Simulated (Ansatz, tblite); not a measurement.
# Perfluoropentacene (C₂₂F₁₄): a ladder of methods and basis sets

An exercise on one series of results from a longer session: the logs are not shown, and one member is left open.

Method: as each input shows; program: Ansatz 0.2.0, Gaussian basis.

The runs, in order: GFN1-xTB, GFN2-xTB, PBE-D4/def2-SVP, r2SCAN-D4/def2-SVP, BHLYP-D4/def2-SVP, PBE0-D4/def2-TZVP, PBE-D4/def2-TZVP, HF/STO-3G.

2 further runs of the same task are left out: 2 set aside as unsound or not needed.

## The geometry

The singlet was relaxed beforehand with r2SCAN-D4/def2-SVP.

SMILES `Fc1c(F)c(F)c2c(F)c3c(F)c4c(F)c5c(F)c(F)c(F)c(F)c5c(F)c4c(F)c3c(F)c2c1F`, 36 atoms, charge 0, spin multiplicity 1.

Bond lengths: F1–C2 1.325 Å, C2–C3 1.422 Å, C2–C35 1.373 Å, C3–F4 1.325 Å, C3–C5 1.373 Å, C5–F6 1.328 Å, C5–C7 1.431 Å, C7–C8 1.397 Å, C7–C34 1.458 Å, C8–F9 1.329 Å, C8–C10 1.416 Å, C10–C11 1.408 Å, C10–C31 1.457 Å, C11–F12 1.328 Å, C11–C13 1.408 Å, C13–C14 1.416 Å, C13–C28 1.457 Å, C14–F15 1.329 Å and more. Angles: F1–C2–C3 118.3°, F1–C2–C35 121.0°, C3–C2–C35 120.7°, C2–C3–F4 118.3°, C2–C3–C5 120.7°, F4–C3–C5 121.0°, C3–C5–F6 118.2°, C3–C5–C7 120.8°, F6–C5–C7 120.9°, C5–C7–C8 122.8°, C5–C7–C34 118.5°, C8–C7–C34 118.7°, C7–C8–F9 118.5°, C7–C8–C10 122.9°, F9–C8–C10 118.6°, C8–C10–C11 123.1°, C8–C10–C31 118.3°, C11–C10–C31 118.6° and more.

Coordinates:

```mol
C22F14
  3D, bonds by distance, orders not assigned

 36 40  0  0  0  0  0  0  0  0999 V2000
   -7.0411    2.2761   -0.7046 F   0  0
   -5.9666    1.6034   -0.3208 C   0  0
   -6.1324    0.5419    0.6115 C   0  0
   -7.3534    0.2766    1.0511 F   0  0
   -5.0515   -0.1871    1.0423 C   0  0
   -5.2622   -1.1672    1.9129 F   0  0
   -3.7339    0.1025    0.5650 C   0  0
   -2.6068   -0.6126    0.9762 C   0  0
   -2.7671   -1.6034    1.8474 F   0  0
   -1.3017   -0.3286    0.5061 C   0  0
   -0.1635   -1.0469    0.9184 C   0  0
   -0.3183   -2.0377    1.7887 F   0  0
    1.1316   -0.7598    0.4478 C   0  0
    2.2801   -1.4787    0.8591 C   0  0
    2.1306   -2.4717    1.7297 F   0  0
    3.5639   -1.1908    0.3904 C   0  0
    4.7225   -1.9192    0.8083 C   0  0
    4.6239   -2.9190    1.6765 F   0  0
    5.9668   -1.6024    0.3218 C   0  0
    7.0414   -2.2744    0.7065 F   0  0
    6.1326   -0.5408   -0.6104 C   0  0
    7.3537   -0.2751   -1.0494 F   0  0
    5.0516    0.1878   -1.0416 C   0  0
    5.2623    1.1681   -1.9120 F   0  0
    3.7339   -0.1025   -0.5651 C   0  0
    2.6067    0.6121   -0.9767 C   0  0
    2.7671    1.6030   -1.8478 F   0  0
    1.3015    0.3277   -0.5071 C   0  0
    0.1633    1.0458   -0.9195 C   0  0
    0.3181    2.0368   -1.7897 F   0  0
   -1.1318    0.7587   -0.4490 C   0  0
   -2.2803    1.4778   -0.8601 C   0  0
   -2.1309    2.4703   -1.7313 F   0  0
   -3.5639    1.1905   -0.3907 C   0  0
   -4.7224    1.9195   -0.8080 C   0  0
   -4.6238    2.9194   -1.6760 F   0  0
  1  2  8  0
  2  3  8  0
  2 35  8  0
  3  4  8  0
  3  5  8  0
  5  6  8  0
  5  7  8  0
  7  8  8  0
  7 34  8  0
  8  9  8  0
  8 10  8  0
 10 11  8  0
 10 31  8  0
 11 12  8  0
 11 13  8  0
 13 14  8  0
 13 28  8  0
 14 15  8  0
 14 16  8  0
 16 17  8  0
 16 25  8  0
 17 18  8  0
 17 19  8  0
 19 20  8  0
 19 21  8  0
 21 22  8  0
 21 23  8  0
 23 24  8  0
 23 25  8  0
 25 26  8  0
 26 27  8  0
 26 28  8  0
 28 29  8  0
 29 30  8  0
 29 31  8  0
 31 32  8  0
 32 33  8  0
 32 34  8  0
 34 35  8  0
 35 36  8  0
M  END
```

PBE0-D4/def2-SVP was run before; its log isn't repeated, and its numbers join the tables.

Set-up of the first run:

Tight binding, by tblite at 300 K electronic temperature and without a spin-polarisation term:

```python
tblite.interface.Calculator('GFN1-xTB', numbers, positions, charge=0, uhf=0).singlepoint()
```

Tight binding, by tblite at 300 K electronic temperature and without a spin-polarisation term:

```python
tblite.interface.Calculator('GFN2-xTB', numbers, positions, charge=0, uhf=0).singlepoint()
```

start.molden holds the orbitals of an earlier run on this state, given as this run's starting guess.

Contents of in.yaml:

```yaml
crystal:
  periodic: [false, false, false]
  atoms:
    - {symbol: F, position_ang: [-7.041052, 2.276114, -0.704582]}
    - {symbol: C, position_ang: [-5.966620, 1.603364, -0.320756]}
    - {symbol: C, position_ang: [-6.132440, 0.541855, 0.611511]}
    - {symbol: F, position_ang: [-7.353404, 0.276638, 1.051092]}
    - {symbol: C, position_ang: [-5.051510, -0.187123, 1.042295]}
    - {symbol: F, position_ang: [-5.262160, -1.167185, 1.912929]}
    - {symbol: C, position_ang: [-3.733876, 0.102472, 0.565043]}
    - {symbol: C, position_ang: [-2.606828, -0.612591, 0.976195]}
    - {symbol: F, position_ang: [-2.767142, -1.603372, 1.847358]}
    - {symbol: C, position_ang: [-1.301676, -0.328563, 0.506064]}
    - {symbol: C, position_ang: [-0.163543, -1.046883, 0.918403]}
    - {symbol: F, position_ang: [-0.318284, -2.037677, 1.788701]}
    - {symbol: C, position_ang: [1.131627, -0.759774, 0.447825]}
    - {symbol: C, position_ang: [2.280138, -1.478749, 0.859068]}
    - {symbol: F, position_ang: [2.130613, -2.471702, 1.729673]}
    - {symbol: C, position_ang: [3.563873, -1.190760, 0.390377]}
    - {symbol: C, position_ang: [4.722522, -1.919245, 0.808304]}
    - {symbol: F, position_ang: [4.623916, -2.918989, 1.676461]}
    - {symbol: C, position_ang: [5.966831, -1.602370, 0.321826]}
    - {symbol: F, position_ang: [7.041427, -2.274378, 0.706486]}
    - {symbol: C, position_ang: [6.132649, -0.540802, -0.610363]}
    - {symbol: F, position_ang: [7.353699, -0.275061, -1.049385]}
    - {symbol: C, position_ang: [5.051613, 0.187752, -1.041605]}
    - {symbol: F, position_ang: [5.262262, 1.168065, -1.911964]}
    - {symbol: C, position_ang: [3.733876, -0.102527, -0.565067]}
    - {symbol: C, position_ang: [2.606727, 0.612110, -0.976694]}
    - {symbol: F, position_ang: [2.767057, 1.602953, -1.847786]}
    - {symbol: C, position_ang: [1.301481, 0.327655, -0.507063]}
    - {symbol: C, position_ang: [0.163329, 1.045846, -0.919544]}
    - {symbol: F, position_ang: [0.318095, 2.036753, -1.789705]}
    - {symbol: C, position_ang: [-1.131842, 0.758727, -0.448979]}
    - {symbol: C, position_ang: [-2.280322, 1.477798, -0.860123]}
    - {symbol: F, position_ang: [-2.130888, 2.470302, -1.731263]}
    - {symbol: C, position_ang: [-3.563939, 1.190461, -0.390694]}
    - {symbol: C, position_ang: [-4.722437, 1.919511, -0.808021]}
    - {symbol: F, position_ang: [-4.623772, 2.919366, -1.676047]}
basis:
  gaussian: {orbitals: def2-SVP, fitting: {mean_field: def2-universal-jkfit}, initial_orbitals: start.molden}
hamiltonian: {xc: pbe, dispersion: d4}
scf: {omitted_lower_state_checks: [starts]}
output: {forces: true, orbitals: {seedname: orbitals}}
```

Started as:

```
> ansatz run in.yaml --threads 8 --pin off --events-out ev --progress --plain --max-ram 19148MiB
```

Steps of the session up to this table: PBE-D4/def2-SVP; r2SCAN-D4/def2-SVP; BHLYP-D4/def2-SVP; PBE0-D4/def2-TZVP; PBE-D4/def2-TZVP; HF/STO-3G.

One of the session's tables, all rows but one given; the rest of the session is left out.

It belongs to the step «Binding energy». 

| level | binding an atom (eV) |
| --- | --- |
| HF/STO-3G | 3.943 |
| PBE-D4/def2-SVP | 6.112 |
| PBE-D4/def2-TZVP | 5.938 |
| r2SCAN-D4/def2-SVP | 5.779 |
| PBE0-D4/def2-SVP | 5.843 |
| PBE0-D4/def2-TZVP | ? |
| BHLYP-D4/def2-SVP | 5.365 |

Q: Estimate the row for PBE0-D4/def2-TZVP from the others.

As computed: binding an atom (eV): 5.694. In the column «binding an atom (eV)» it lies between BHLYP-D4/def2-SVP (5.365) and r2SCAN-D4/def2-SVP (5.779).

Caveats from the session: Free atoms were run apart at each level; binding is atoms less cluster, divided by the number of atoms, without zero-point or spin-orbit terms.
